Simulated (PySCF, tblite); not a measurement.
# C₅H₇NO: a rotation path, then NMR shifts on frames

How do NMR shifts of C₅H₇NO (`NCC1=CCC1=O`) change as the atoms move?

Computed with tblite 0.8.0 and PySCF 2.14.0, with density-fitted response routines of our own, on a single molecule in the gas phase. Atoms count from 0, in the outputs and in this text.

## Step 1: Starting geometry

14 atoms, charge 0, multiplicity 1; geometry from: GFN2-xTB.

Bonds of the start (Å): N0–C1 1.45, C1–C2 1.49, C2–C3 1.35, C3–C4 1.51, C4–C5 1.54, C5–O6 1.20, C5–C2 1.48, N0–H7 1.01, N0–H8 1.01, C1–H9 1.10, C1–H10 1.11, C3–H11 1.07, C4–H12 1.09, C4–H13 1.09.

## Step 2: The rotation path with GFN2-xTB

Job settings and geometry (Å):

```
{"job": {"kind": "neb", "xc": "GFN2-xTB", "basis": "xTB", "atoms": [0, 1, 2, 5], "turn": 120}, "charge": 0, "multiplicity": 1}
N      2.069586    -0.883908    -0.433895
C      1.322525    -0.207692     0.613235
C     -0.081572     0.036281     0.190880
C     -0.835299    -0.277849    -0.877955
C     -2.088653     0.408996    -0.383498
C     -1.197835     0.777766     0.823322
O     -1.360787     1.415622     1.821764
H      3.027021    -1.042097    -0.141044
H      2.088752    -0.315358    -1.273698
H      1.315466    -0.855027     1.498265
H      1.757269     0.759670     0.926956
H     -0.645374    -0.828128    -1.780113
H     -2.442911     1.254345    -0.972534
H     -2.928866    -0.243091    -0.148347
```

Method: GFN2-xTB climbing-image nudged elastic band, gas phase.

Command:

```bash
OMP_NUM_THREADS=1 python probes_run.py task.json out
```

One launch serves the whole session: the jobs run in the order shown.

Output:

```text
image   E - E0 / eV
  0      -0.0000
  1       0.0074
  2       0.0217
  3       0.0358
  4       0.0433
  5       0.0411
  6       0.0312
  7       0.0192
  8       0.0089
```

Run time: 1.8 s. Hardware: 1 thread of Arm Neoverse V2, shared host; peak memory 0.18 GiB.

The final band, with the dihedral N0–C1–C2–C5:

```csv
image,dihedral (°),energy (eV),energy (kcal/mol)
0,-174,0.000,0.0
1,-159,0.007,0.2
2,-144,0.022,0.5
3,-129,0.036,0.8
4,-114,0.043,1.0
5,-100,0.041,0.9
6,-84,0.031,0.7
7,-69,0.019,0.4
8,-54,0.009,0.2
```

## Step 3: NMR shieldings: image 0, PBE0/pcSseg-1

Job settings and geometry (Å):

```
{"job": {"kind": "nmr", "xc": "PBE0", "basis": "pcSseg-1", "pop": false}, "charge": 0, "multiplicity": 1}
N      2.069600    -0.883900    -0.433900
C      1.322500    -0.207700     0.613200
C     -0.081600     0.036300     0.190900
C     -0.835300    -0.277800    -0.878000
C     -2.088700     0.409000    -0.383500
C     -1.197800     0.777800     0.823300
O     -1.360800     1.415600     1.821800
H      3.027000    -1.042100    -0.141000
H      2.088800    -0.315400    -1.273700
H      1.315500    -0.855000     1.498300
H      1.757300     0.759700     0.927000
H     -0.645400    -0.828100    -1.780100
H     -2.442900     1.254300    -0.972500
H     -2.928900    -0.243100    -0.148300
```

Level: GIAO PBE0/pcSseg-1 NMR shielding, non-relativistic, gas phase.

Output:

```text
coarse grid: 11920 points
cycle   1  E = -324.0736354091  dE =  1.189e+00  |g| = 7.824e-01  |ddm| = 3.546e+00
cycle   2  E = -323.7220038730  dE =  3.516e-01  |g| = 1.560e+00  |ddm| = 2.659e+00
cycle   3  E = -324.1891916296  dE = -4.672e-01  |g| = 2.008e-01  |ddm| = 2.048e+00
cycle   4  E = -324.1978659511  dE = -8.674e-03  |g| = 6.449e-02  |ddm| = 2.280e-01
cycle   5  E = -324.1986753032  dE = -8.094e-04  |g| = 2.134e-02  |ddm| = 7.158e-02
cycle   6  E = -324.1987728677  dE = -9.756e-05  |g| = 7.195e-03  |ddm| = 2.516e-02
cycle   7  E = -324.1987845555  dE = -1.169e-05  |g| = 2.284e-03  |ddm| = 7.570e-03
cycle   8  E = -324.1987856262  dE = -1.071e-06  |g| = 5.298e-04  |ddm| = 2.459e-03
final grid: 115848 points
cycle   9  E = -324.2487819557  dE = -1.452e-05  |g| = 1.225e-02  |ddm| = 3.094e-02
cycle  10  E = -324.2486987122  dE =  8.324e-05  |g| = 2.408e-02  |ddm| = 3.117e-02
cycle  11  E = -324.2488117131  dE = -1.130e-04  |g| = 2.370e-03  |ddm| = 2.265e-02
cycle  12  E = -324.2488128701  dE = -1.157e-06  |g| = 2.487e-04  |ddm| = 2.135e-03
cycle  13  E = -324.2488128797  dE = -9.600e-09  |g| = 1.355e-04  |ddm| = 3.455e-04
cycle  14  E = -324.2488128837  dE = -4.008e-09  |g| = 3.529e-05  |ddm| = 1.267e-04
cycle  15  E = -324.2488128840  dE = -2.693e-10  |g| = 1.530e-05  |ddm| = 5.108e-05
converged SCF energy = -324.2488128840

GIAO shielding tensors (ppm)
atom      isotropic    diamagn.    paramagn.     s11        s22        s33       span
  0 N      239.976     313.268     -73.291    201.353    249.607    268.969     67.617
  1 C      144.163     242.927     -98.764    129.738    141.731    161.020     31.282
  2 C       22.846     259.379    -236.533    -77.841     44.728    101.650    179.492
  3 C       25.283     252.023    -226.740   -108.131     13.530    170.449    278.580
  4 C      137.215     258.468    -121.253    111.768    145.581    154.297     42.529
  5 C       -5.041     247.549    -252.590    -88.837    -13.416     87.130    175.967
  6 O     -263.602     398.920    -662.522   -799.486   -318.428    327.108   1126.594
  7 H       30.844      28.801       2.043     23.324     27.947     41.260     17.936
  8 H       31.444      31.833      -0.388     24.794     29.865     39.674     14.880
  9 H       28.136      28.578      -0.442     24.030     27.285     33.092      9.062
 10 H       27.784      29.425      -1.641     22.373     27.493     33.486     11.114
 11 H       23.397      32.735      -9.337     17.627     24.704     27.860     10.233
 12 H       28.593      29.594      -1.001     26.032     27.138     32.608      6.576
 13 H       28.493      29.462      -0.969     26.074     26.911     32.495      6.421
```

It took 14 s on 1 thread of Arm Neoverse V2, shared host; peak memory 0.72 GiB.

The references, computed at this level on geometries of the same kind, shield at (ppm): 1H TMS 31.72, 13C TMS 186.9, 15N NH3 267.7, 17O H2O 336.1. Their shielding less the atom's gives the shift. The references are single molecules in the gas phase, so shifts against H2O, NH3, PH3, H3PO4 or CFCl3 are not on the usual liquid scales and can be off by tens of ppm. Each atom is listed at this fixed geometry, with no averaging over motion; a spectrum would average atoms that exchange fast.

```csv
atoms,environment,σ (ppm),δ (ppm)
C5,ketone carbonyl carbon,-5.0,192.0
C2,α carbon of a C=C–C=O unit,22.8,164.1
C3,β carbon of a C=C–C=O unit,25.3,161.6
C4,sp3 CH2 α to a carbonyl,137.2,49.7
C1,allylic sp3 CH2 bonded to N,144.2,42.8
H11,hydrogen on a β carbon of a C=C–C=O unit,23.40,8.32
H10,hydrogen on an allylic sp3 CH2 bonded to N,27.78,3.93
H9,hydrogen on an allylic sp3 CH2 bonded to N,28.14,3.58
H13,hydrogen on an sp3 CH2 α to a carbonyl,28.49,3.22
H12,hydrogen on an sp3 CH2 α to a carbonyl,28.59,3.12
H7,hydrogen on an amine nitrogen,30.84,0.87
H8,hydrogen on an amine nitrogen,31.44,0.27
N0,amine nitrogen,240.0,27.8
O6,ketone oxygen,-263.6,599.7
```

Ring of atoms C2, C3, C4, C5: NICS(0) 5.8, NICS(1) -2.3, NICS(1)zz 1.1 ppm (means of both faces).

## Step 4: Nuclear shieldings: image 2, PBE0/pcSseg-1

Job settings and geometry (Å):

```
{"job": {"kind": "nmr", "xc": "PBE0", "basis": "pcSseg-1", "pop": false}, "charge": 0, "multiplicity": 1}
N      2.142700    -0.642000    -0.520000
C      1.289400    -0.349200     0.623600
C     -0.104200    -0.050400     0.190000
C     -0.934000    -0.470900    -0.782300
C     -2.088600     0.425700    -0.392400
C     -1.117000     0.895600     0.712500
O     -1.182200     1.693500     1.601400
H      3.087500    -0.844100    -0.211300
H      2.182100     0.159200    -1.141400
H      1.273700    -1.243500     1.258100
H      1.641900     0.490900     1.247200
H     -0.836600    -1.189200    -1.574500
H     -2.364800     1.194700    -1.113300
H     -2.990600    -0.070700    -0.034400
```

Method: GIAO PBE0/pcSseg-1 NMR shielding, non-relativistic, gas phase.

Output:

```text
coarse grid: 11920 points
cycle   1  E = -324.0734096007  dE =  1.179e+00  |g| = 7.808e-01  |ddm| = 3.545e+00
cycle   2  E = -323.7160441845  dE =  3.574e-01  |g| = 1.565e+00  |ddm| = 2.617e+00
cycle   3  E = -324.1885238419  dE = -4.725e-01  |g| = 2.002e-01  |ddm| = 2.019e+00
cycle   4  E = -324.1971435468  dE = -8.620e-03  |g| = 6.511e-02  |ddm| = 2.265e-01
cycle   5  E = -324.1979760873  dE = -8.325e-04  |g| = 2.098e-02  |ddm| = 7.083e-02
cycle   6  E = -324.1980694236  dE = -9.334e-05  |g| = 7.217e-03  |ddm| = 2.448e-02
cycle   7  E = -324.1980811835  dE = -1.176e-05  |g| = 2.307e-03  |ddm| = 7.632e-03
cycle   8  E = -324.1980822758  dE = -1.092e-06  |g| = 5.405e-04  |ddm| = 2.406e-03
final grid: 115848 points
cycle   9  E = -324.2480250090  dE = -1.235e-05  |g| = 1.277e-02  |ddm| = 2.999e-02
cycle  10  E = -324.2479318784  dE =  9.313e-05  |g| = 2.538e-02  |ddm| = 3.255e-02
cycle  11  E = -324.2480571608  dE = -1.253e-04  |g| = 2.334e-03  |ddm| = 2.352e-02
cycle  12  E = -324.2480582895  dE = -1.129e-06  |g| = 2.512e-04  |ddm| = 2.035e-03
cycle  13  E = -324.2480582991  dE = -9.609e-09  |g| = 1.411e-04  |ddm| = 3.485e-04
cycle  14  E = -324.2480583035  dE = -4.364e-09  |g| = 3.732e-05  |ddm| = 1.330e-04
cycle  15  E = -324.2480583038  dE = -3.074e-10  |g| = 1.585e-05  |ddm| = 5.235e-05
converged SCF energy = -324.2480583038

GIAO shielding tensors (ppm)
atom      isotropic    diamagn.    paramagn.     s11        s22        s33       span
  0 N      235.942     313.189     -77.247    191.955    247.646    268.225     76.270
  1 C      146.454     242.843     -96.389    133.891    137.960    167.510     33.618
  2 C       22.931     258.959    -236.027    -79.727     44.452    104.069    183.796
  3 C       19.646     251.899    -232.253   -115.890      7.454    167.374    283.264
  4 C      136.293     258.510    -122.217    109.746    144.778    154.356     44.610
  5 C       -5.673     247.746    -253.419    -89.441    -14.144     86.567    176.008
  6 O     -260.569     399.477    -660.046   -792.399   -316.888    327.579   1119.978
  7 H       30.973      28.859       2.114     23.671     27.765     41.483     17.812
  8 H       31.532      31.601      -0.068     25.141     29.759     39.698     14.557
  9 H       28.312      28.521      -0.208     24.677     26.947     33.312      8.635
 10 H       27.769      29.788      -2.019     22.433     27.167     33.708     11.274
 11 H       23.072      32.389      -9.317     17.235     24.590     27.391     10.156
 12 H       28.533      29.670      -1.137     26.110     27.040     32.448      6.338
 13 H       28.479      29.309      -0.830     25.987     26.949     32.501      6.514
```

Wall time 13 s (1 thread of Arm Neoverse V2, shared host); peak memory 0.77 GiB.

In short: δ C5 192.6, C3 167.3, C2 164.0, C4 50.6, H11 8.65, H10 3.95 ppm.

## Step 5: Shielding tensors: image 4, PBE0/pcSseg-1

Job settings and geometry (Å):

```
{"job": {"kind": "nmr", "xc": "PBE0", "basis": "pcSseg-1", "pop": false}, "charge": 0, "multiplicity": 1}
N      2.194200    -0.377100    -0.522900
C      1.262700    -0.496400     0.595800
C     -0.120100    -0.127800     0.172300
C     -1.041100    -0.620800    -0.675600
C     -2.084500     0.437800    -0.398100
C     -1.009100     0.990900     0.565100
O     -0.950600     1.925800     1.309100
H      3.131700    -0.621700    -0.220900
H      2.216700     0.581100    -0.856800
H      1.273600    -1.543800     0.915700
H      1.528900     0.132800     1.461600
H     -1.063000    -1.469400    -1.333800
H     -2.338400     1.093100    -1.230600
H     -3.001400     0.095000     0.082400
```

Level: GIAO PBE0/pcSseg-1 NMR shielding, non-relativistic, gas phase.

Output:

```text
coarse grid: 11920 points
cycle   1  E = -324.0709537285  dE =  1.172e+00  |g| = 7.820e-01  |ddm| = 3.538e+00
cycle   2  E = -323.7062096131  dE =  3.647e-01  |g| = 1.574e+00  |ddm| = 2.625e+00
cycle   3  E = -324.1865408521  dE = -4.803e-01  |g| = 2.014e-01  |ddm| = 2.036e+00
cycle   4  E = -324.1952951592  dE = -8.754e-03  |g| = 6.499e-02  |ddm| = 2.274e-01
cycle   5  E = -324.1961357846  dE = -8.406e-04  |g| = 1.968e-02  |ddm| = 6.792e-02
cycle   6  E = -324.1962159691  dE = -8.018e-05  |g| = 7.051e-03  |ddm| = 2.278e-02
cycle   7  E = -324.1962270853  dE = -1.112e-05  |g| = 2.326e-03  |ddm| = 7.601e-03
cycle   8  E = -324.1962281960  dE = -1.111e-06  |g| = 5.635e-04  |ddm| = 2.376e-03
final grid: 115848 points
cycle   9  E = -324.2462450404  dE = -1.310e-05  |g| = 1.264e-02  |ddm| = 3.250e-02
cycle  10  E = -324.2461570900  dE =  8.795e-05  |g| = 2.479e-02  |ddm| = 3.156e-02
cycle  11  E = -324.2462766476  dE = -1.196e-04  |g| = 2.521e-03  |ddm| = 2.291e-02
cycle  12  E = -324.2462779451  dE = -1.297e-06  |g| = 2.700e-04  |ddm| = 2.172e-03
cycle  13  E = -324.2462779561  dE = -1.097e-08  |g| = 1.483e-04  |ddm| = 3.451e-04
cycle  14  E = -324.2462779609  dE = -4.848e-09  |g| = 4.192e-05  |ddm| = 1.441e-04
cycle  15  E = -324.2462779613  dE = -4.076e-10  |g| = 1.457e-05  |ddm| = 5.485e-05
converged SCF energy = -324.2462779613

GIAO shielding tensors (ppm)
atom      isotropic    diamagn.    paramagn.     s11        s22        s33       span
  0 N      231.567     312.678     -81.112    188.859    241.591    264.250     75.392
  1 C      148.308     242.609     -94.301    132.357    139.749    172.819     40.462
  2 C       23.870     258.968    -235.099    -82.497     46.041    108.065    190.562
  3 C       15.550     252.552    -237.002   -120.169      3.319    163.500    283.669
  4 C      135.416     258.393    -122.977    107.330    144.439    154.480     47.150
  5 C       -6.150     247.750    -253.899    -90.032    -14.362     85.945    175.977
  6 O     -258.218     399.958    -658.176   -787.213   -314.819    327.377   1114.591
  7 H       31.071      28.867       2.204     24.002     27.575     41.636     17.634
  8 H       31.477      31.384       0.093     25.080     29.852     39.499     14.419
  9 H       28.486      28.804      -0.319     24.847     27.027     33.583      8.736
 10 H       27.809      29.768      -1.959     23.226     26.728     33.473     10.247
 11 H       23.032      32.385      -9.353     17.216     24.806     27.074      9.858
 12 H       28.483      29.654      -1.172     26.080     26.980     32.388      6.309
 13 H       28.414      29.235      -0.821     25.876     26.970     32.395      6.519
```

It took 13 s on 1 thread of Arm Neoverse V2, shared host; peak memory 0.77 GiB.

This run: δ C5 193.1, C3 171.4, C2 163.1, C4 51.5, H11 8.69, H10 3.91 ppm.

## Step 6: Shielding tensors: image 6, PBE0/pcSseg-1

Job settings and geometry (Å):

```
{"job": {"kind": "nmr", "xc": "PBE0", "basis": "pcSseg-1", "pop": false}, "charge": 0, "multiplicity": 1}
N      2.230000    -0.114900    -0.439200
C      1.248700    -0.623600     0.515200
C     -0.124800    -0.191600     0.125900
C     -1.148500    -0.732400    -0.557900
C     -2.082400     0.444300    -0.391700
C     -0.889700     1.053500     0.382300
O     -0.699900     2.089900     0.948700
H      3.164400    -0.392500    -0.156800
H      2.199100     0.899600    -0.458700
H      1.307100    -1.716300     0.500000
H      1.426200    -0.276300     1.548100
H     -1.294100    -1.673500    -1.055600
H     -2.361100     0.969900    -1.304400
H     -2.975600     0.263400     0.207600
```

Method: GIAO PBE0/pcSseg-1 NMR shielding, non-relativistic, gas phase.

Output:

```text
coarse grid: 11920 points
cycle   1  E = -324.0702315157  dE =  1.173e+00  |g| = 7.831e-01  |ddm| = 3.534e+00
cycle   2  E = -323.7067549524  dE =  3.635e-01  |g| = 1.573e+00  |ddm| = 2.642e+00
cycle   3  E = -324.1862882418  dE = -4.795e-01  |g| = 2.007e-01  |ddm| = 2.052e+00
cycle   4  E = -324.1950193158  dE = -8.731e-03  |g| = 6.358e-02  |ddm| = 2.261e-01
cycle   5  E = -324.1958316747  dE = -8.124e-04  |g| = 1.803e-02  |ddm| = 6.397e-02
cycle   6  E = -324.1958972553  dE = -6.558e-05  |g| = 6.664e-03  |ddm| = 2.065e-02
cycle   7  E = -324.1959070313  dE = -9.776e-06  |g| = 2.258e-03  |ddm| = 7.410e-03
final grid: 115848 points
cycle   8  E = -324.2461729920  dE = -6.566e-06  |g| = 1.451e-02  |ddm| = 2.980e-02
cycle   9  E = -324.2460601569  dE =  1.128e-04  |g| = 2.833e-02  |ddm| = 3.627e-02
cycle  10  E = -324.2462140079  dE = -1.539e-04  |g| = 2.696e-03  |ddm| = 2.567e-02
cycle  11  E = -324.2462154815  dE = -1.474e-06  |g| = 3.587e-04  |ddm| = 2.331e-03
cycle  12  E = -324.2462155025  dE = -2.095e-08  |g| = 1.924e-04  |ddm| = 4.147e-04
cycle  13  E = -324.2462155114  dE = -8.887e-09  |g| = 5.015e-05  |ddm| = 2.100e-04
cycle  14  E = -324.2462155120  dE = -5.875e-10  |g| = 1.149e-05  |ddm| = 6.029e-05
converged SCF energy = -324.2462155120

GIAO shielding tensors (ppm)
atom      isotropic    diamagn.    paramagn.     s11        s22        s33       span
  0 N      233.688     312.611     -78.924    193.654    243.493    263.916     70.262
  1 C      145.979     242.286     -96.307    129.824    138.548    169.566     39.742
  2 C       24.515     259.710    -235.195    -82.263     46.212    109.597    191.859
  3 C       18.578     253.106    -234.528   -113.508      8.408    160.835    274.343
  4 C      135.844     258.554    -122.710    107.666    145.356    154.510     46.844
  5 C       -6.594     247.312    -253.905    -89.870    -15.901     85.990    175.860
  6 O     -262.097     400.353    -662.450   -797.240   -315.137    326.085   1123.325
  7 H       31.130      28.848       2.282     24.016     27.758     41.614     17.598
  8 H       31.291      31.386      -0.095     24.417     30.039     39.418     15.002
  9 H       28.452      29.014      -0.562     24.601     27.375     33.380      8.779
 10 H       27.780      29.459      -1.680     23.708     26.603     33.028      9.320
 11 H       23.267      32.501      -9.234     17.847     25.095     26.858      9.011
 12 H       28.468      29.668      -1.200     26.059     26.977     32.368      6.309
 13 H       28.434      29.344      -0.910     25.942     26.999     32.362      6.420
```

Wall time 13 s (1 thread of Arm Neoverse V2, shared host); peak memory 0.77 GiB.

Key values: δ C5 193.5, C3 168.3, C2 162.4, C4 51.1, H11 8.45, H10 3.94 ppm.

## Step 7: Nuclear shieldings: image 8, PBE0/pcSseg-1

Job settings and geometry (Å):

```
{"job": {"kind": "nmr", "xc": "PBE0", "basis": "pcSseg-1", "pop": false}, "charge": 0, "multiplicity": 1}
N      2.228700     0.114400    -0.284400
C      1.252700    -0.728400     0.393300
C     -0.122900    -0.263700     0.066300
C     -1.249600    -0.813800    -0.418100
C     -2.068400     0.456500    -0.376600
C     -0.764300     1.068700     0.179800
O     -0.441300     2.159800     0.549300
H      3.167800    -0.118300     0.019100
H      2.058300     1.088700    -0.056300
H      1.390300    -1.759100     0.050800
H      1.359300    -0.716300     1.495200
H     -1.513700    -1.807500    -0.729500
H     -2.386600     0.853000    -1.339800
H     -2.910900     0.465600     0.314200
```

With the program's defaults for keys left out, this is: GIAO PBE0/pcSseg-1 NMR shielding, non-relativistic, gas phase.

Output:

```text
coarse grid: 11920 points
cycle   1  E = -324.0720349857  dE =  1.186e+00  |g| = 7.814e-01  |ddm| = 3.544e+00
cycle   2  E = -323.7145478125  dE =  3.575e-01  |g| = 1.563e+00  |ddm| = 2.556e+00
cycle   3  E = -324.1874855079  dE = -4.729e-01  |g| = 2.003e-01  |ddm| = 1.984e+00
cycle   4  E = -324.1961858048  dE = -8.700e-03  |g| = 6.217e-02  |ddm| = 2.208e-01
cycle   5  E = -324.1969621255  dE = -7.763e-04  |g| = 1.725e-02  |ddm| = 5.992e-02
cycle   6  E = -324.1970212955  dE = -5.917e-05  |g| = 6.597e-03  |ddm| = 1.952e-02
cycle   7  E = -324.1970309087  dE = -9.613e-06  |g| = 2.183e-03  |ddm| = 7.399e-03
final grid: 115848 points
cycle   8  E = -324.2469849140  dE = -7.893e-06  |g| = 1.442e-02  |ddm| = 3.298e-02
cycle   9  E = -324.2468724844  dE =  1.124e-04  |g| = 2.827e-02  |ddm| = 3.549e-02
cycle  10  E = -324.2470253942  dE = -1.529e-04  |g| = 2.604e-03  |ddm| = 2.508e-02
cycle  11  E = -324.2470267746  dE = -1.380e-06  |g| = 3.493e-04  |ddm| = 2.265e-03
cycle  12  E = -324.2470267939  dE = -1.926e-08  |g| = 1.934e-04  |ddm| = 4.145e-04
cycle  13  E = -324.2470268030  dE = -9.072e-09  |g| = 4.719e-05  |ddm| = 2.056e-04
cycle  14  E = -324.2470268035  dE = -5.170e-10  |g| = 1.138e-05  |ddm| = 5.559e-05
converged SCF energy = -324.2470268035

GIAO shielding tensors (ppm)
atom      isotropic    diamagn.    paramagn.     s11        s22        s33       span
  0 N      240.458     313.265     -72.807    198.978    248.758    273.637     74.659
  1 C      142.894     241.958     -99.064    130.011    135.037    163.633     33.622
  2 C       24.756     261.191    -236.435    -78.908     45.202    107.974    186.882
  3 C       24.427     253.088    -228.661   -104.169     16.024    161.425    265.593
  4 C      136.289     258.204    -121.915    108.353    146.141    154.373     46.020
  5 C       -7.313     247.365    -254.679    -88.806    -19.671     86.536    175.342
  6 O     -261.473     400.699    -662.172   -793.923   -313.677    323.180   1117.102
  7 H       31.336      28.980       2.357     23.992     28.255     41.762     17.770
  8 H       30.621      31.855      -1.234     22.683     29.656     39.525     16.841
  9 H       28.211      28.803      -0.592     24.218     27.394     33.022      8.803
 10 H       27.633      29.072      -1.439     23.201     26.914     32.783      9.582
 11 H       23.555      32.492      -8.937     18.592     25.314     26.759      8.166
 12 H       28.432      29.628      -1.195     26.097     26.912     32.288      6.191
 13 H       28.527      29.455      -0.928     26.075     27.044     32.461      6.385
```

Run time: 13 s. Hardware: 1 thread of Arm Neoverse V2, shared host; peak memory 0.77 GiB.

Key values: δ C5 194.2, C3 162.5, C2 162.2, C4 50.6, H11 8.16, H10 4.08 ppm.

## Step 8: Comparing the runs: NMR shifts

Shifts (ppm) of some atoms, chosen among heavy atoms and hydrogens apart, with basis size and wall time:

```csv
frame,C5,C3,C1,H11,H8,N0,O6,functions,time
image 0,192.0,161.6,42.8,8.32,0.27,27.8,599.7,154,14 s
image 2,192.6,167.3,40.5,8.65,0.18,31.8,596.6,154,13 s
image 4,193.1,171.4,38.6,8.69,0.24,36.2,594.3,154,13 s
image 6,193.5,168.3,40.9,8.45,0.43,34.0,598.2,154,13 s
image 8,194.2,162.5,44.0,8.16,1.10,27.3,597.6,154,13 s
```

## Step 9: Outcome

| quantity | value |
| --- | --- |
| barrier | 0.043 eV (1.0 kcal/mol) at image 4 |
| end to end (GFN2-xTB) | 0.009 eV |
| 13C shifts against TMS (PBE0/pcSseg-1, image 0) | 192.0, 164.1, 161.6, 49.7, 42.8 ppm |
| 1H shifts against TMS (PBE0/pcSseg-1, image 0) | 8.32, 3.93, 3.58, 3.22, 3.12, 0.87, 0.27 ppm |
| 15N shifts against NH3 (PBE0/pcSseg-1, image 0) | 27.8 ppm |
| 17O shifts against H2O (PBE0/pcSseg-1, image 0) | 599.7 ppm |
| range of the shift of C3 | 161.6 to 171.4 ppm |

In words: Along the band the dihedral turns by 120°, and the top (dihedral -114°) lies 1.0 kcal/mol above the start (GFN2-xTB, rough), so at room temperature this motion is fast. Ends this close can change order at a higher level. The top was not checked by a frequency run. Shifts at one fixed geometry are not the observed spectrum, which averages over the motion. In the first frame run (image 0): The largest span, 1127 ppm, is at O6, where the paramagnetic term is -663 ppm. Across the 5 runs the shift of C3 moves most, between 161.6 (image 0) and 171.4 ppm (image 4).
